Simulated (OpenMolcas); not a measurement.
# Ru³⁺ among point charges: CASSCF and CASPT2 levels and susceptibility

Aim: the splitting of the states of Ru³⁺ in the field of 6 point charges, its lowest levels with spin-orbit coupling and its magnetic susceptibility.

Program: OpenMolcas 26.06. Level of theory: state-averaged CASSCF and CASPT2, spin-orbit coupling by RASSI with atomic mean-field integrals. These are calculated values, not measurements, unless marked.

## (1) What is computed

* Species: Ru³⁺ (ruthenium, Z = 44, 41 electrons)
* Basis: ANO-RCC-VTZP [7s6p4d2f1g], 68 functions
* Scalar Hamiltonian: DKH2, point nucleus
* Inactive shells: 1s 2s 2p 3s 3p 3d 4s 4p
* Active space: 5 electrons in 5 orbitals (4d)
* Some configurations of this space: 4d⁵
* Orbitals: optimised for each spin and parity, averaged over all roots

Outer shells as boxes (Hund's rule):

4d5
```
4d [↑ ][↑ ][↑ ][↑ ][↑ ]
```

The ion sits among 6 point charges of -1.7 e arranged as a trigonal antiprism (D3d), 2.14 Å from the ion, with a polar angle of 62.4° against the regular 54.74°.

Each step is its own input file, run in one work folder so that later steps find the files of earlier ones. Labels, J, g values, rates, χT and fits are worked out afterwards by a script from the matrices that RASSI stores. The input lists half of the charges; inversion (Group=XYZ) makes the rest.

## (2) Basis and integrals

a.inp reads:

```
&GATEWAY
Coord
1

Ru 0.0 0.0 0.0
Basis=ANO-RCC-VTZP
Group=XYZ
NoMove
AngMom=0.0 0.0 0.0
AMFI
XField
3 Angstrom 0
0.000000 1.896451 0.991500 -1.700000
1.642375 -0.948226 0.991500 -1.700000
1.642375 0.948226 -0.991500 -1.700000
&SEWARD
```

## (3) CASSCF: sextets of even parity, 1 root

a.inp reads:

```
&RASSCF
FileOrb=start.orb
Symmetry=1
Spin=6
nActEl=5 0 0
Inactive=9 9
Ras2=5 0
CIRoot=1 1 1
SDav=1
CIMx=300
Iter=120 100
PrWF=0.3
OrbListing=Nothing
MaxOrb=0
>>> COPY $Project.JobIph JOB001
```

start.orb holds the contracted functions of the basis, ordered by shell, or the orbitals of the step before.

## (4) CASSCF: quartets of even parity, 24 roots

a.inp reads:

```
&RASSCF
FileOrb=start.orb
Symmetry=1
Spin=4
nActEl=5 0 0
Inactive=9 9
Ras2=5 0
CIRoot=24 24 1
SDav=24
CIMx=300
Iter=120 100
PrWF=0.3
OrbListing=Nothing
MaxOrb=0
>>> COPY $Project.JobIph JOB002
```

## (5) CASSCF: doublets of even parity, 75 roots

a.inp reads:

```
&RASSCF
FileOrb=start.orb
Symmetry=1
Spin=2
nActEl=5 0 0
Inactive=9 9
Ras2=5 0
CIRoot=75 75 1
SDav=75
CIMx=300
Iter=120 100
PrWF=0.3
OrbListing=Nothing
MaxOrb=0
>>> COPY $Project.JobIph JOB003
```

## (6) State interaction with spin-orbit coupling

a.inp reads:

```
&RASSI
NrOfJobIphs=3 1 24 75
1
1 2 3 4 5 6 7 8 9 10 11 12 13 14 15 16 17 18 19 20 21 22 23 24
1 2 3 4 5 6 7 8 9 10 11 12 13 14 15 16 17 18 19 20 21 22 23 24 25 26 27
28 29 30 31 32 33 34 35 36 37 38 39 40 41 42 43 44 45 46 47 48 49 50 51
52 53 54 55 56 57 58 59 60 61 62 63 64 65 66 67 68 69 70 71 72 73 74 75
IphNames
JOB001
JOB002
JOB003
EJob
SpinOrbit
DIPRint=1.0
SOCoupling=1000.0
Subsets=2
Property=9
'ANGMOM' 1 'ANGMOM' 2 'ANGMOM' 3 'MLTPL  1' 1 'MLTPL  1' 2 'MLTPL  1' 3
'AMFI' 1 'AMFI' 2 'AMFI' 3
SOProperty=3
'ANGMOM' 1 'ANGMOM' 2 'ANGMOM' 3
```

## (7) CASPT2: IPEA 0.25, imaginary shift 0.1 (closed shells correlated: 4s 4p)

a.inp reads:

```
>>> COPY JOB001 $Project.JobIph
&CASPT2
Multistate=1 1
Frozen=8 6
IPEA=0.25
Imaginary=0.1
MaxIter=60
WThr=0.0 0.3 0.05
PrWF=0.5
NoMix
>>> COPY JOB002 $Project.JobIph
&CASPT2
Multistate=24 1 2 3 4 5 6 7 8 9 10 11 12 13 14 15 16 17 18 19 20 21 22
23 24
NoMult
Frozen=8 6
IPEA=0.25
Imaginary=0.1
MaxIter=60
WThr=0.0 0.3 0.05
PrWF=0.5
NoMix
>>> COPY JOB003 $Project.JobIph
&CASPT2
Multistate=75 1 2 3 4 5 6 7 8 9 10 11 12 13 14 15 16 17 18 19 20 21 22
23 24 25 26 27 28 29 30 31 32 33 34 35 36 37 38 39 40 41 42 43 44 45 46
47 48 49 50 51 52 53 54 55 56 57 58 59 60 61 62 63 64 65 66 67 68 69 70
71 72 73 74 75
NoMult
Frozen=8 6
IPEA=0.25
Imaginary=0.1
MaxIter=60
WThr=0.0 0.3 0.05
PrWF=0.5
NoMix
```

(Steps that only read results are left out.)

Before running it: what results should come out? Wanted: spin-free ground state; lowest level; next level.

The runs gave:

| quantity | value |
| --- | --- |
| method | SS-CASPT2, IPEA 0.25, imaginary shift 0.1 (closed shells correlated: 4s 4p) |
| spin-free ground state | 6A1, 1-fold in its orbital part |
| lowest level | 2-fold E1/2, g = 2.00, 5.99, 5.99 |
| next level | 3.4 cm⁻¹ |
| χT at 300 K | 4.37 cm³ K/mol |
| effective moment at 300 K | 5.91 μB |

Cost by method:

```
                                              method  time of its own steps  time with the reference
                                           A. CASSCF                   22 s                     22 s
B. SS-CASPT2, IPEA 0.25, imaginary shift 0.1, +4s 4p                   12 s                     33 s
```

Times are of one thread on a shared host.

The spin-free ground state (6A1) comes to 100 % from free-ion S terms and keeps the highest spin of the shell. χT at 300 K is 4.37, against 4.39 cm³ K/mol for the spin alone, as a half-filled shell (L = 0) has no orbital moment. An active space of the d shell alone favours high spin; real ions in strong fields can be low spin. CASPT2 does not keep the components of a term degenerate, and the means are used. The field of point charges can differ much from that of real complexes. With metal d orbitals alone active, the gaps between spin states are rough; where two lie within a few thousand cm-1, their order is open. Point charges carry no covalency, so the field is a model and not that of real ligands.
